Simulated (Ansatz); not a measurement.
Which YAML input does this script hand to the engine? (the Ansatz DFT code, driven from Python)

`k3i2br_bands.py`:
```python
"""Band structure of K3I2Br."""

import sys
import warnings

import ansatz as az
from ase import Atoms
import numpy as np

warnings.simplefilter("ignore", az.DeckWarning)

atoms = Atoms(
    ["K", "K", "K", "I", "I", "Br"],
    scaled_positions=[
        (0.0, 0.0, 0.5),
        (1 / 3, 2 / 3, 0.151334),
        (2 / 3, 1 / 3, 0.848666),
        (1 / 3, 2 / 3, 0.673828),
        (2 / 3, 1 / 3, 0.326172),
        (0.0, 0.0, 0.0),
    ],
    cell=[
        (4.898868, 0.0, 0.0),
        (-2.449434, 4.242544, 0.0),
        (0.0, 0.0, 12.042852),
    ],
    pbc=True,
)
system = az.Crystal.from_ase(atoms)

# vertices of the path, as fractions of the reciprocal vectors
path = [
    ("G", (0.0, 0.0, 0.0)),
    ("M", (0.5, 0.0, 0.0)),
    ("K", (0.33333, 0.33333, 0.0)),
    ("G", (0.0, 0.0, 0.0)),
    ("A", (0.0, 0.0, 0.5)),
    ("L", (0.5, 0.0, 0.5)),
    ("H", (0.33333, 0.33333, 0.5)),
]
setup = (
    system.calculation()
    .kpoints(6, 6, 2, center="gamma")  # the mesh must be finer for metals
    .basis(500)  # cutoff of the orbital basis
    .functional(az.Functional.R2SCAN)
    .occupations("Fixed")
    .band_structure([point for _, point in path], intervals=10)
    .scf(extra_bands=10)
)
try:
    res = setup.run()
except az.NonConvergedError as error:
    sys.exit(f"no convergence: {error}")
except az.RefusalError as error:
    sys.exit(f"input refused: {error}")
data = res.report

print(f"free energy      {data['free_energy_ev']:.5f} eV")
print(f"per atom         {data['free_energy_ev'] / len(res.lattice.sites):.5f} eV")
print(f"SCF iterations   {data['n_iterations']}  (converged: {data['converged']})")

bands = res.band_structure()
fermi = bands.fermi_energy_ev
print(f"zero of the bands: {fermi:.3f} eV, the Fermi level found on the SCF mesh")
levels = bands.channels[0].eigenvalues_ev - fermi
filled = round(data["n_electrons"]) // 2
valence, conduction = levels[:, filled - 1], levels[:, filled]
print("k (fractions)              top valence  bottom conduction (eV)")
for k, lo, hi in zip(bands.kpoints_frac, valence, conduction):
    print(f"{k[0]:7.3f} {k[1]:7.3f} {k[2]:7.3f} {lo:12.3f} {hi:13.3f}")
print(f"on this path: least direct gap {np.min(conduction - valence):.3f} eV, least gap {conduction.min() - valence.max():.3f} eV")
```

Running `python k3i2br_bands.py` prints:
```text
free energy      -22487.12161 eV
per atom         -3747.85360 eV
SCF iterations   7  (converged: True)
zero of the bands: 1.715 eV, the Fermi level found on the SCF mesh
k (fractions)              top valence  bottom conduction (eV)
  0.000   0.000   0.000        0.000         4.454
  0.050   0.000   0.000       -0.008         4.510
  0.100   0.000   0.000       -0.029         4.667
  0.150   0.000   0.000       -0.063         4.900
  0.200   0.000   0.000       -0.104         5.180
  0.250   0.000   0.000       -0.149         5.474
  0.300   0.000   0.000       -0.193         5.737
  0.350   0.000   0.000       -0.234         5.704
  0.400   0.000   0.000       -0.267         5.577
  0.450   0.000   0.000       -0.291         5.496
  0.500   0.000   0.000       -0.305         5.468
  0.483   0.033   0.000       -0.312         5.484
  0.467   0.067   0.000       -0.330         5.532
  0.450   0.100   0.000       -0.357         5.608
  0.433   0.133   0.000       -0.391         5.708
  0.417   0.167   0.000       -0.426         5.828
  0.400   0.200   0.000       -0.453         5.964
  0.383   0.233   0.000       -0.466         6.109
  0.367   0.267   0.000       -0.471         6.261
  0.350   0.300   0.000       -0.471         6.409
  0.333   0.333   0.000       -0.472         6.524
  0.300   0.300   0.000       -0.465         6.406
  0.267   0.267   0.000       -0.447         6.328
  0.233   0.233   0.000       -0.403         6.303
  0.200   0.200   0.000       -0.321         6.118
  0.167   0.167   0.000       -0.234         5.757
  0.133   0.133   0.000       -0.155         5.382
  0.100   0.100   0.000       -0.089         5.030
  0.067   0.067   0.000       -0.040         4.733
  0.033   0.033   0.000       -0.010         4.528
  0.000   0.000   0.000        0.000         4.454
  0.000   0.000   0.050       -0.000         4.462
  0.000   0.000   0.100       -0.002         4.483
  0.000   0.000   0.150       -0.003         4.519
  0.000   0.000   0.200       -0.006         4.568
  0.000   0.000   0.250       -0.009         4.628
  0.000   0.000   0.300       -0.012         4.699
  0.000   0.000   0.350       -0.014         4.776
  0.000   0.000   0.400       -0.016         4.856
  0.000   0.000   0.450       -0.018         4.926
  0.000   0.000   0.500       -0.018         4.958
  0.050   0.000   0.500       -0.025         4.995
  0.100   0.000   0.500       -0.045         5.100
  0.150   0.000   0.500       -0.076         5.262
  0.200   0.000   0.500       -0.114         5.460
  0.250   0.000   0.500       -0.156         5.673
  0.300   0.000   0.500       -0.198         5.864
  0.350   0.000   0.500       -0.236         5.867
  0.400   0.000   0.500       -0.268         5.819
  0.450   0.000   0.500       -0.292         5.811
  0.500   0.000   0.500       -0.306         5.821
  0.483   0.033   0.500       -0.312         5.840
  0.467   0.067   0.500       -0.332         5.892
  0.450   0.100   0.500       -0.363         5.976
  0.433   0.133   0.500       -0.403         6.086
  0.417   0.167   0.500       -0.449         6.213
  0.400   0.200   0.500       -0.465         6.349
  0.383   0.233   0.500       -0.471         6.484
  0.367   0.267   0.500       -0.479         6.584
  0.350   0.300   0.500       -0.488         6.659
  0.333   0.333   0.500       -0.498         6.707
on this path: least direct gap 4.454 eV, least gap 4.454 eV
```

`input.yaml`:
```yaml
crystal:
  lattice:
    - [4.898868, 0.0, 0.0]
    - [-2.449434, 4.242544, 0.0]
    - [0.0, 0.0, 12.042852]
  atoms:
    - { symbol: K, position: [0.0, 0.0, 0.5] }
    - { symbol: K, position: [0.3333333333333333, 0.6666666666666666, 0.151334] }
    - { symbol: K, position: [0.6666666666666666, 0.3333333333333333, 0.848666] }
    - { symbol: I, position: [0.3333333333333333, 0.6666666666666666, 0.673828] }
    - { symbol: I, position: [0.6666666666666666, 0.3333333333333333, 0.326172] }
    - { symbol: Br, position: [0.0, 0.0, 0.0] }
basis:
  ecutwfc: 500.0
kpoints:
  mp_grid:
    grid: [6, 6, 2]
    shift: [0.0, 0.0, 0.0]
  band_path:
    path:
      - [0.0, 0.0, 0.0]
      - [0.5, 0.0, 0.0]
      - [0.33333, 0.33333, 0.0]
      - [0.0, 0.0, 0.0]
      - [0.0, 0.0, 0.5]
      - [0.5, 0.0, 0.5]
      - [0.33333, 0.33333, 0.5]
    npoints: 10
hamiltonian:
  xc: r2scan
scf:
  n_extra_bands: 10
  occupations:
    method: fixed
```

Caveats:
- Absolute energies stand on the zero of these potentials, so only differences at equal settings mean something.
- Semilocal gaps usually lie well under measured ones.
- The Fermi level of a run with fixed occupations marks the highest occupied state on its mesh, not mid-gap.
- The structure comes from a database of computed cells and needn't be a stable or known phase.
- Gaps and levels are Kohn-Sham values on a finite set of k-points, without spin-orbit coupling.
- Timing: 46 s on 1 thread of Intel(R) Xeon(R) Platinum 8488C (Sapphire Rapids), on a shared host, peak memory 1.1 GiB.
